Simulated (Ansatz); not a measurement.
Predict the output of the script below (the Ansatz DFT code, driven from Python).

`torsion_c2h5nosi.py`
```python
# -*- coding: utf-8 -*-
"""Rigid torsion scan of C2H5NOSi."""

import ansatz as az
from ase import Atoms

atoms = Atoms(["Si", "O", "C", "C", "N", "H", "H", "H", "H", "H"], positions=[
    [1.693, 0.2314, -0.1652],
    [0.1013, 0.6404, -0.4211],
    [-0.875, -0.0335, 0.3798],
    [-2.1197, -0.264, -0.2652],
    [-1.4553, -1.3156, -0.2044],
    [2.5648, 1.2266, -0.8372],
    [1.9722, 0.2718, 1.2932],
    [1.9881, -1.119, -0.7004],
    [-0.8725, 0.0417, 1.4612],
    [-2.9969, 0.3202, -0.5406],
])

# relax first, so that the scan starts from a minimum
first = (
    az.Crystal.molecule_from_ase(atoms).calculation()
    .basis(gaussian="def2-SVP")
    .functional("pbe0")
    .relax(force_tolerance=0.02, max_steps=80)  # relax until the tolerances are met
)
atoms.positions = first.run(threads=1).report["positions_ang"]

start = atoms.get_dihedral(3, 2, 1, 0)
energies = {}
for turn in range(0, 360, 30):
    turned = atoms.copy()
    turned.set_dihedral(3, 2, 1, 0, start + turn, indices=[0, 1, 5, 6, 7])
    job = az.Crystal.molecule_from_ase(turned).calculation()
    job = job.basis(gaussian="def2-SVP")
    job = job.correlation("mp2")
    energies[round((start + turn) % 360)] = job.run(threads=1).report["free_energy_ev"]
floor = min(energies.values())
print("dihedral C3-C2-O1-Si0 (deg)   E - E(min) (kJ/mol)")
for angle, e in sorted(energies.items()):
    print(f"{angle:8d} {96.485332 * (e - floor):14.3f}  " + "#" * int(30 * (e - floor) / max(max(energies.values()) - floor, 1e-9)))
```

```console
$ python torsion_c2h5nosi.py
dihedral C3-C2-O1-Si0 (deg)   E - E(min) (kJ/mol)
       9         11.313  #############################
      39          7.900  ####################
      69          6.641  #################
      99          7.108  ##################
     129          7.542  ###################
     159          6.046  ###############
     189          2.428  ######
     219          0.000
     249          0.063
     279          2.703  #######
     309          7.547  ###################
     339         11.383  ##############################
```

Reading the output:
- The scan is rigid and the energies are electronic, in a modest basis. With rigid groups the curve can differ much from the relaxed path, the start wasn't checked as a minimum of this torsion, and equivalent turns needn't return to the same energy.
- The start is relaxed with a density functional and scanned with the wavefunction method, so it isn't exactly that method's minimum.
- Wall time of the script: 59 s on 1 thread of Intel(R) Xeon(R) Platinum 8488C (Sapphire Rapids), on a shared host, peak memory 0.29 GiB.

(A comment or docstring line of the script was reworded after the run, the code is as it ran; lines on the test bed's own set-up are left out of the output.)
